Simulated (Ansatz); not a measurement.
# Mo: the cost of one run

Program: Ansatz 0.2.0. Level of theory: DFT PBEsol, scalar-relativistic, plane waves, PAW. These are calculated values, not measurements.

2 further runs of the same task are left out: 2 set aside as unsound or not needed. Runs told in other sessions of the task aren't counted.

## Step 1: The structure to begin with

Symmetry: P6/mmm, No. 191, hexagonal system. Conventional cell: a = 2.742 Å, b = 2.742 Å, c = 2.492 Å, α = 90.00°, β = 90.00°, γ = 120.00°. Around Mo (site symmetry 6/mmm) lie 8 Mo at 2.49 to 2.74 Å.

As a file:

```cif
data_structure
_symmetry_space_group_name_H-M 'P 1'
_symmetry_Int_Tables_number 1
_cell_length_a 2.7423
_cell_length_b 3.7055
_cell_length_c 3.7055
_cell_angle_alpha 79.721
_cell_angle_beta 68.282
_cell_angle_gamma 68.282
_cell_volume 32.46
loop_
_atom_site_label
_atom_site_type_symbol
_atom_site_fract_x
_atom_site_fract_y
_atom_site_fract_z
_atom_site_occupancy
Mo1 Mo 0.75000 0.25000 0.25000 1
Mo2 Mo 0.25000 0.75000 0.75000 1
```

It goes back to an entry of the Materials Project, which need not be the stable form.

It is built from the cell relaxed beforehand with the same method (16.23 Å³/atom).

## Step 2: The reference cell

The cell is repeated 2 times, 2 atoms in all. The reference gives a free energy of -9793.1390 eV, pressure 0.24 GPa, largest force 0.000 eV/Å and gap on the mesh none (metal). It was computed beforehand with the settings of the runs below.

## Step 3: Setting up freezing in a mode

Mode 5 of the phonon run on this cell, counted from the lowest, is frozen in: each atom moves by x times its row below, so x is the largest displacement.

```
atom     ux     uy      uz
 Mo1  0.000  0.000  -1.000
 Mo2  0.000  0.000   1.000
```

## Step 4: At x = -0.200 Å

input.yaml

```yaml
crystal:
  lattice:
    - [2.7423354246, 0.0, 0.0]
    - [1.3711677123, -2.3749321434, -2.4920710754]
    - [1.3711677123, 2.3749321434, -2.4920710754]
  atoms:
    - { symbol: Mo, position: [0.7901272664, 0.2098727336, 0.2098727336] }
    - { symbol: Mo, position: [0.2098727336, 0.7901272664, 0.7901272664] }
basis:
  ecutwfc: 420
kpoints:
  mp_grid: { grid: [24, 24, 24] }
hamiltonian:
  xc: pbesol
scf:
  occupations: { method: gaussian, width: 0.15 }
output:
  forces: true
  stress: true
  eigenvalues: true
```

Command:

```sh
ansatz run input.yaml --threads 2 --pin off --max-ram 5120MiB --backend cpu --events-out ev --progress --plain --runs-dir out
```

**Question.** How long does this run take on 2 threads of Intel Xeon 6975P-C (Granite Rapids), shared host, and how much memory does it need?

About 12 s, with a peak of 1.2 GiB.
